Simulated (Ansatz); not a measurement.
# Cl: the crystal squeezed far

An exercise on one series of results from a longer session: the logs are not shown, and one member is left open.

Computed with Ansatz 0.2.0 (DFT PBEsol, with the methods named in each step, unless a step's input says otherwise).

3 further runs of the same task are left out: 1 that didn't finish, 2 set aside as unsound or not needed. Runs told in other sessions of the task aren't counted.

### The system as given

The structure is hexagonal, space group P6_3/mmc (No. 194). The conventional cell has a = 3.154 Å, b = 3.154 Å, c = 5.109 Å, α = 90.00°, β = 90.00°, γ = 120.00°. Around Cl (site symmetry -6m2) lie 12 Cl at 3.14 to 3.15 Å.

Coordinates:

```cif
data_structure
_symmetry_space_group_name_H-M 'P 1'
_symmetry_Int_Tables_number 1
_cell_length_a 3.1536
_cell_length_b 3.1536
_cell_length_c 5.1088
_cell_angle_alpha 90.000
_cell_angle_beta 90.000
_cell_angle_gamma 120.000
_cell_volume 44.00
loop_
_atom_site_label
_atom_site_type_symbol
_atom_site_fract_x
_atom_site_fract_y
_atom_site_fract_z
_atom_site_occupancy
Cl1 Cl 0.33333 0.66667 0.25000 1
Cl2 Cl 0.66667 0.33333 0.75000 1
```

Whether this phase is the stable one at these pressures isn't tested.

Atoms are numbered in the order of the input: Cl1, Cl2.

Set-up of the first run:

input.yaml reads:

```yaml
crystal:
  lattice:
    - [3.1535690409, 0.0, 0.0]
    - [-1.5767845204, 2.731070902, 0.0]
    - [0.0, 0.0, 5.1087818462]
  atoms:
    - { symbol: Cl, position: [0.3333333333, 0.6666666667, 0.25] }
    - { symbol: Cl, position: [0.6666666667, 0.3333333333, 0.75] }
kpoints:
  mp_grid: { grid: [15, 15, 8] }
scf:
  occupations: { method: fermi_dirac, width: 0.08 }
hamiltonian:
  xc: pbesol
  pseudopotentials: { kind: paw }
output:
  forces: true
  stress: true
  write_density: true
  write_potential: true
  elf: true
  volumetric_format: npy
relax:
  f_tol: 0.005
  max_steps: 40
  cell: {}
```

Run with:

```console
> ansatz run input.yaml --threads 1 --pin off --max-ram 2048MiB --backend cpu --events-out ev --progress --plain --runs-dir out
```

Steps of the session up to this table: Cell relaxed at zero pressure, PAW; Volume scaled by 1, PAW; Shape and atoms relaxed at 0.9 of the volume, PAW; Volume scaled by 0.9, PAW; Shape and atoms relaxed at 0.8 of the volume, PAW; Volume scaled by 0.8, PAW; Shape and atoms relaxed at 0.7 of the volume, PAW; Volume scaled by 0.7, PAW; Volume scaled by 0.7, PAW (cutoff 1000 eV); Shape and atoms relaxed at 0.6 of the volume, PAW; Volume scaled by 0.6, PAW; Shape and atoms relaxed at 0.5 of the volume, PAW; Volume scaled by 0.5, PAW; Shape and atoms relaxed at 0.4 of the volume, PAW; Volume scaled by 0.4, PAW; Volume scaled by 0.4, PAW (core large).

One of the session's tables, all rows but one given; the rest of the session is left out.

 The rows PAW, 0.4 and PAW (core large), 0.4 agree to the last digit and may rest on the same set-up.

```
              method  volume over the first  volume (Å³/atom)  pressure (GPa)
                 PAW                      1            20.567            0.00
                 PAW                    0.9                 ?               ?
                 PAW                    0.8            16.453           13.51
                 PAW                    0.7            14.397           29.37
                 PAW                    0.6            12.340           59.83
                 PAW                    0.5            10.283          121.64
                 PAW                    0.4             8.227          253.46
    PAW (core large)                    0.4             8.227          253.46
PAW (cutoff 1000 eV)                    0.7            14.397           29.38
```

Estimate the missing values for PAW, 0.9.

The run gave: volume (Å³/atom): 18.510; pressure (GPa): 4.79. In the column «volume (Å³/atom)» it lies between PAW, 0.8 (16.453) and PAW, 1 (20.567).
